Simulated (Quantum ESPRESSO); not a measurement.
Crystal: TaF3.

```
Ta F
1.0
     3.90120    0.00000    0.00000
     0.00000    3.90120    0.00000
     0.00000    0.00000    3.90120
Ta F
1 3
Cartesian
  0.0000 0.0000 0.0000
  0.0000 0.0000 1.9506
  0.0000 1.9506 0.0000
  1.9506 0.0000 0.0000
```

| Item | Value |
| --- | --- |
| Program | Quantum ESPRESSO 7.5 |
| Task | single point |
| Functional | PBEsol |
| Potentials or basis | GBRV 1.5 PBEsol |
| Cutoff | 762 eV |
| Density cutoff | 6095 eV |
| k mesh | 7 × 7 × 7 |
| Occupations | fermi-dirac, width 0.05 eV |
| Spin | no spin polarisation |

On this cell: pressure 20.8 GPa; largest force zero by symmetry; band gap on the k mesh none (metal or under the smearing width).

The same run follows on a disturbed copy (atoms moved at random, drawn with an rms of 0.05 Å):

```
CELL_PARAMETERS angstrom
3.90120 0.00000 0.00000
0.00000 3.90120 0.00000
0.00000 0.00000 3.90120
ATOMIC_POSITIONS crystal
Ta 0.98840 0.99287 0.99852
F 0.99815 0.98916 0.50636
F 0.99607 0.50675 0.00910
F 0.49141 0.98483 0.00771
```

Q: What changes?

A: The energy (extrapolated to zero smearing) moves by +20.6 meV/atom; pressure 21.4 GPa; largest force 2.289 eV/Å; band gap on the k mesh none (metal or under the smearing width).

Forces in eV/Å, atoms in the order of the input:
```
Ta   0.615  1.777  1.306
F   -0.122  0.069 -1.069
F   -0.097 -1.964 -0.124
F   -0.397  0.118 -0.113
```

Stress tensor (GPa, compression positive):
```
20.87 -0.06 -0.20
-0.06 22.00 -0.14
-0.20 -0.14 21.20
```

Caveats: so large a pressure means that the cell lies far from this level's equilibrium, or that cutoff or potentials fall short (some runs).
